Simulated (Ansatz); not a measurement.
# Ag: a strain scan

The task, for Ag: see how energy and stress answer to the strain pattern (0, 0, 1, 0, 0, 0).

Program: Ansatz 0.2.0. Level of theory: DFT r2SCAN, scalar-relativistic, plane waves, PAW. These are calculated values, not measurements.

### Step 1. The system as given

The structure is cubic, space group Fm-3m (No. 225). The conventional cell has a = 4.086 Å, b = 4.086 Å, c = 4.086 Å, α = 90.00°, β = 90.00°, γ = 90.00°. Ag (site symmetry m-3m) is surrounded by 12 Ag at 2.89 Å.

As a file:

```
Ag
1.0
     0.00000    2.04310    2.04310
     2.04310    0.00000    2.04310
     2.04310    2.04310    0.00000
Ag
1
Direct
  0.00000 0.00000 0.00000
```

No relaxation comes first: the listed cell is the starting point.

### Step 2. Zero of energy

Reference values: F = -7603.9477 eV; pressure 1.41 GPa; largest force 0.000 eV/Å; gap on the mesh none (metal). It was computed beforehand with the settings of the runs below.

### Step 3. Setting up a strain scan

The cell is strained by ε times the Voigt pattern (0, 0, 1, 0, 0, 0) (xx, yy, zz, yz, xz, xy; engineering shear), with fractional coordinates fixed (clamped ions). The stress on the pattern is the sum of the stress components weighted by it, tension positive.

### Step 4. At ε = -0.1000

Input file input.yaml:

```yaml
crystal:
  lattice:
    - [0.0, 2.0431, 1.83879]
    - [2.0431, 0.0, 1.83879]
    - [2.0431, 2.0431, 0.0]
  atoms:
    - { symbol: Ag, position: [0.0, 0.0, 0.0] }
basis:
  ecutwfc: 500
kpoints:
  mp_grid: { grid: [20, 20, 20] }
hamiltonian:
  xc: r2scan
scf:
  occupations: { method: gaussian, width: 0.15 }
output:
  forces: true
  stress: true
  eigenvalues: true
```

The run is started by

```
$ ansatz run input.yaml --threads 1 --pin off --max-ram 2560MiB --backend cpu --events-out ev --progress --plain --runs-dir out
```

### Step 5. Point ε = 0.0750

Changes to input.yaml since step 4:

```diff
@@ -2,4 +2,4 @@
   lattice:
-    - [0.0, 2.0431, 1.83879]
-    - [2.0431, 0.0, 1.83879]
+    - [0.0, 2.0431, 2.1963325]
+    - [2.0431, 0.0, 2.1963325]
     - [2.0431, 2.0431, 0.0]
```

### Step 6. Point ε = -0.0500

Changes to input.yaml since step 5:

```diff
@@ -2,4 +2,4 @@
   lattice:
-    - [0.0, 2.0431, 2.1963325]
-    - [2.0431, 0.0, 2.1963325]
+    - [0.0, 2.0431, 1.940945]
+    - [2.0431, 0.0, 1.940945]
     - [2.0431, 2.0431, 0.0]
```

### Step 7. Point ε = 0.0250

Changes to input.yaml since step 6:

```diff
@@ -2,4 +2,4 @@
   lattice:
-    - [0.0, 2.0431, 1.940945]
-    - [2.0431, 0.0, 1.940945]
+    - [0.0, 2.0431, 2.0941775]
+    - [2.0431, 0.0, 2.0941775]
     - [2.0431, 2.0431, 0.0]
```

### Step 8. Point ε = 0.1000

Changes to input.yaml since step 7:

```diff
@@ -2,4 +2,4 @@
   lattice:
-    - [0.0, 2.0431, 2.0941775]
-    - [2.0431, 0.0, 2.0941775]
+    - [0.0, 2.0431, 2.24741]
+    - [2.0431, 0.0, 2.24741]
     - [2.0431, 2.0431, 0.0]
```

### Step 9. Point ε = -0.0750

Changes to input.yaml since step 8:

```diff
@@ -2,4 +2,4 @@
   lattice:
-    - [0.0, 2.0431, 2.24741]
-    - [2.0431, 0.0, 2.24741]
+    - [0.0, 2.0431, 1.8898675]
+    - [2.0431, 0.0, 1.8898675]
     - [2.0431, 2.0431, 0.0]
```

### Step 10. ε = 0.0500

Changes to input.yaml since step 9:

```diff
@@ -2,4 +2,4 @@
   lattice:
-    - [0.0, 2.0431, 1.8898675]
-    - [2.0431, 0.0, 1.8898675]
+    - [0.0, 2.0431, 2.145255]
+    - [2.0431, 0.0, 2.145255]
     - [2.0431, 2.0431, 0.0]
@@ -19 +19,5 @@
   eigenvalues: true
+  write_density: true
+  write_potential: true
+  elf: true
+  volumetric_format: npy
```

### Step 11. Point ε = -0.0250

Input file input.yaml:

```yaml
crystal:
  lattice:
    - [0.0, 2.0431, 1.9920225]
    - [2.0431, 0.0, 1.9920225]
    - [2.0431, 2.0431, 0.0]
  atoms:
    - { symbol: Ag, position: [0.0, 0.0, 0.0] }
basis:
  ecutwfc: 500
kpoints:
  mp_grid: { grid: [20, 20, 20] }
hamiltonian:
  xc: r2scan
scf:
  occupations: { method: gaussian, width: 0.15 }
output:
  forces: true
  stress: true
  eigenvalues: true
```

### Step 12. Point ε = 0.0875

Changes to input.yaml since step 11:

```diff
@@ -2,4 +2,4 @@
   lattice:
-    - [0.0, 2.0431, 1.9920225]
-    - [2.0431, 0.0, 1.9920225]
+    - [0.0, 2.0431, 2.22187125]
+    - [2.0431, 0.0, 2.22187125]
     - [2.0431, 2.0431, 0.0]
```

(Steps that only read results are left out.)

Before running it: what results should come out? Wanted: slope of the stress at ε = 0, over ±0.0250.

**Answer**, as computed:

| quantity | value |
| --- | --- |
| slope of the stress at ε = 0, over ±0.0250 | 138 GPa |

**Reading.** The slope of the stress at zero strain, 138 GPa, estimates C33 with clamped ions in this Cartesian frame. The reference stands under 1.4 GPa, so this is no zero-stress constant. No sampled point lies below the undisturbed cell. Compression costs more than tension: 105.1 against 44.9 meV/atom at the ends.
